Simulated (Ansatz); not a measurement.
Here is an Ansatz 0.2.0 calculation.

Contents of input.yaml:

```yaml
crystal:
  lattice:
    - [-2.265394, 2.265394, 5.19702]
    - [2.265394, -2.265394, 5.19702]
    - [2.265394, 2.265394, -5.19702]
  atoms:
    - { symbol: "Y", position: [0.5, 0.5, 0.0] }
    - { symbol: "Y", position: [0.25, 0.75, 0.5] }
    - { symbol: "Y", position: [0.75, 0.25, 0.5] }
    - { symbol: Ge, position: [0.0, 0.0, 0.0] }
hamiltonian:
  xc: pbe
  pseudopotentials: { kind: paw }
kpoints:
  mp_grid: { grid: [8, 8, 8] }
scf:
  occupations: { method: fermi_dirac, width: 0.05 }
output:
  forces: true
  stress: true
  eigenvalues: true
```

Potentials or basis: Ansatz PAW.

Launch:

```sh
$ ansatz run input.yaml --threads 2 --pin off --max-ram 5120MiB --backend cpu --events-out ev --progress --plain --runs-dir out
```

Estimate the pressure.

-0.2 GPa.

Predict the band gap on the k mesh.

none (metal or under the smearing width).
